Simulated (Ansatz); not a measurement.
# Si5H12O3 (Si with 3 oxygen neighbours): the cost of one run

Computed with Ansatz 0.2.0 (DFT PBE, scalar-relativistic, plane waves, PAW, and further levels as typed in the inputs, unless a step's input says otherwise).

### 1 The system as given

Symmetry: P1, No. 1, triclinic system. The conventional cell has a = 15.000 Å, b = 15.000 Å, c = 15.000 Å, α = 90.00°, β = 90.00°, γ = 90.00°. Si (site symmetry 1) has 3 O at 1.73 Å as nearest neighbours. Si (site symmetry 1) has 3 H at 1.47 Å as nearest neighbours. Around O (site symmetry 1) lie 2 Si at 1.72 to 1.73 Å. Only part of the 20 independent sites is listed.

Coordinates:

```
CELL_PARAMETERS angstrom
15.00000 0.00000 0.00000
0.00000 15.00000 0.00000
0.00000 0.00000 15.00000
ATOMIC_POSITIONS crystal
Si 0.50238 0.50329 0.48052
Si 0.48437 0.47841 0.62778
O 0.59393 0.44456 0.44177
Si 0.68894 0.49495 0.48232
O 0.40831 0.46878 0.42315
Si 0.40574 0.35388 0.42384
O 0.51899 0.61597 0.46156
Si 0.41937 0.67057 0.47901
H 0.39518 0.50819 0.65537
H 0.55227 0.52815 0.67796
H 0.49388 0.38264 0.64624
H 0.68977 0.49418 0.58033
H 0.76712 0.44484 0.45099
H 0.69631 0.58682 0.44878
H 0.40147 0.31959 0.51557
H 0.32538 0.32378 0.37649
H 0.48392 0.31731 0.37726
H 0.38833 0.65801 0.57113
H 0.43295 0.76653 0.46445
H 0.35139 0.63954 0.41548
```

### 2 Relaxing the atoms: Si5H12O3 in a box, no spin

Contents of input.yaml:

```yaml
crystal:
  lattice:
    - [15.0, 0.0, 0.0]
    - [0.0, 15.0, 0.0]
    - [0.0, 0.0, 15.0]
  atoms:
    - { symbol: Si, position: [0.50238342, 0.50329134, 0.48051772] }
    - { symbol: Si, position: [0.48436727, 0.47841291, 0.6277812] }
    - { symbol: O, position: [0.59393131, 0.44456486, 0.4417678] }
    - { symbol: Si, position: [0.68893838, 0.49494888, 0.48231881] }
    - { symbol: O, position: [0.40831185, 0.4687818, 0.42315045] }
    - { symbol: Si, position: [0.40574065, 0.35388101, 0.42384041] }
    - { symbol: O, position: [0.51898584, 0.61596863, 0.4615557] }
    - { symbol: Si, position: [0.41936944, 0.67056952, 0.47900841] }
    - { symbol: H, position: [0.3951761, 0.50819087, 0.6553726] }
    - { symbol: H, position: [0.55227324, 0.52814835, 0.67796325] }
    - { symbol: H, position: [0.49387996, 0.38264277, 0.64623804] }
    - { symbol: H, position: [0.68976644, 0.49417974, 0.58033239] }
    - { symbol: H, position: [0.76711703, 0.44483772, 0.45098632] }
    - { symbol: H, position: [0.69631387, 0.58681753, 0.44877716] }
    - { symbol: H, position: [0.40147101, 0.31958879, 0.5155669] }
    - { symbol: H, position: [0.32538396, 0.32378363, 0.37649379] }
    - { symbol: H, position: [0.48391995, 0.31730656, 0.37726151] }
    - { symbol: H, position: [0.38832758, 0.65801287, 0.57113153] }
    - { symbol: H, position: [0.43295427, 0.76652937, 0.46445101] }
    - { symbol: H, position: [0.35138842, 0.63954284, 0.415485] }
scf:
  occupations: { method: gaussian, width: 0.02 }
output:
  forces: true
  stress: false
  eigenvalues: true
  write_density: true
  write_potential: true
  elf: true
  volumetric_format: npy
kpoints:
  mp_grid: { grid: [1, 1, 1] }
hamiltonian:
  xc: pbe
relax:
  f_tol: 0.02
  max_steps: 80
```

Run with:

```sh
> ansatz run input.yaml --threads 4 --pin off --max-ram 20480MiB --backend cpu --events-out ev --progress --plain --runs-dir out
```

Q: Estimate wall time and peak memory on 4 threads of Intel Xeon Platinum 8375C at 2.90GHz (Ice Lake), shared host.

About 2.3 min, with a peak of 1.8 GiB.
